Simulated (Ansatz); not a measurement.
# HBr (hydrogen bromide) at wB97X/cc-pVTZ

What is the electronic atomisation energy of HBr (hydrogen bromide) at wB97X/cc-pVTZ? 

Program for the calculation: Ansatz 0.2.0.

30 further runs of the same task are left out: 30 set aside as unsound or not needed.

### 1 The molecule

HBr: 2 atoms, total charge 0, spin state singlet. SMILES: `Br`. The coordinates come from a PBE0-D4/def2-TZVP relaxation.

Bond lengths: Br1–H2 1.420 Å.

### 2 The energy at wB97X/cc-pVTZ

The input, molecule.yaml:

```yaml
basis:
  gaussian: {orbitals: cc-pVTZ}
crystal:
  periodic: [false, false, false]
  atoms:
    - {symbol: Br, position_ang: [-0.603220, 0.217960, -0.305050]}
    - {symbol: H, position_ang: [0.603220, -0.217960, 0.305050]}
hamiltonian: {xc: {name: wB97X}}
accuracy: high
output: {orbitals: {seedname: orbitals}}
```

Run with:

```console
$ ansatz run molecule.yaml --threads 1 --pin off --max-ram 3480MiB --events-out events.jsonl --progress --plain --runs-dir runs
```

The log of the run:

```text
Warning: RAYON_NUM_THREADS=1 ignored (pool sized by the plan → 1); use --threads N
Functional definition: wB97X
  name "wB97X"
  parameter omega = 0.3/bohr
  parameter cx = 0.157706
  parameter cx1 = 0.726479
  parameter cx2 = 1.04760
  parameter cx3 = -5.70635
  parameter cx4 = 13.2794
  parameter css1 = -4.33879
  parameter css2 = 18.2308
  parameter css3 = -31.7430
  parameter css4 = 17.2901
  parameter cos1 = 2.37031
  parameter cos2 = -11.3995
  parameter cos3 = 6.58405
  parameter cos4 = -3.78132
  exchange = spin_sum(e_x_unif_sr(omega)*poly(b97_u_x, 1 - cx, cx1, cx2, cx3, cx4)) + cx*exact_x_sr(omega)
      + exact_x_lr(omega)
  correlation = spin_sum(e_c_pw_same_spin*poly(b97_u_same, 1, css1, css2, css3, css4))
      + integral(e_c_pw_opposite_spin*poly(b97_u_opposite, 1, cos1, cos2, cos3, cos4))
735 factors; integrals over basis functions are off by at most 4.3e-9 eV
159 factors; integrals over basis functions are off by at most 2.1e-9 eV
mean field evaluation 1: about -70064.5179 eV, gradient 8.2e0 eV
mean field evaluation 2: about -70064.7267 eV, gradient 4.0e0 eV
mean field evaluation 4: about -70064.7684 eV, gradient 9.1e-1 eV
mean field evaluation 8: about -70064.7787 eV, gradient 1.1e-2 eV
mean field evaluation 16: about -70064.7786 eV, gradient 2.6e-7 eV
mean field -70064.77864815 eV, -2574.8331237066 hartree, gradient 2.6e-8 eV, S^2 0.000000; 0 other end points of the search recorded, 0 dependent functions left out
reference -70064.77864643 eV, -2574.8331236437 hartree; 18, 18 occupied and 39, 39 virtual orbitals, 735 factors
Total energy: -70064.77864643 eV, -2574.8331236437 hartree
```

It took 6.6 s on 1 thread of Arm Neoverse V2, shared host; peak memory 0.18 GiB.

### 3 The Br atom

The input, in.yaml:

```yaml
crystal:
  periodic: [false, false, false]
  atoms:
    - {symbol: Br, position_ang: [0.000000, 0.000000, 0.000000]}
basis:
  gaussian: {orbitals: cc-pVTZ}
total_charge: 0
magnetization: {spin_polarized: true, initial_magnetization: 1}
hamiltonian: {xc: {name: wB97X}}
accuracy: high
```

Run the same way, it converges to -2574.18667 Eh (log not shown).

### 4 The H atom

The input, run.yaml:

```yaml
crystal:
  periodic: [false, false, false]
  atoms:
    - {symbol: H, position_ang: [0.000000, 0.000000, 0.000000]}
basis:
  gaussian:
    orbitals: cc-pVTZ
magnetization:
  spin_polarized: true
  initial_magnetization: 1
hamiltonian:
  xc: {name: wB97X}
accuracy: high
```

Run the same way, it converges to -0.50140 Eh (log not shown).

### 5 Summary of results

At wB97X/cc-pVTZ:

| quantity | value |
| --- | --- |
| molecule: total energy | -2574.83312 Eh |
| molecule: HOMO energy | -11.17 eV |
| molecule: LUMO energy | 2.00 eV |
| molecule: HOMO–LUMO gap | 13.17 eV |
| Br atom: total energy | -2574.18667 Eh |
| Br atom: ⟨S²⟩ | 0.753 |
| H atom: total energy | -0.50140 Eh |
| H atom: ⟨S²⟩ | 0.750 |
| electronic atomisation energy | 3.947 eV |

In words: Taking the molecule apart into free atoms costs 3.95 eV (381 kJ/mol), before zero-point energy and without spin-orbit coupling.
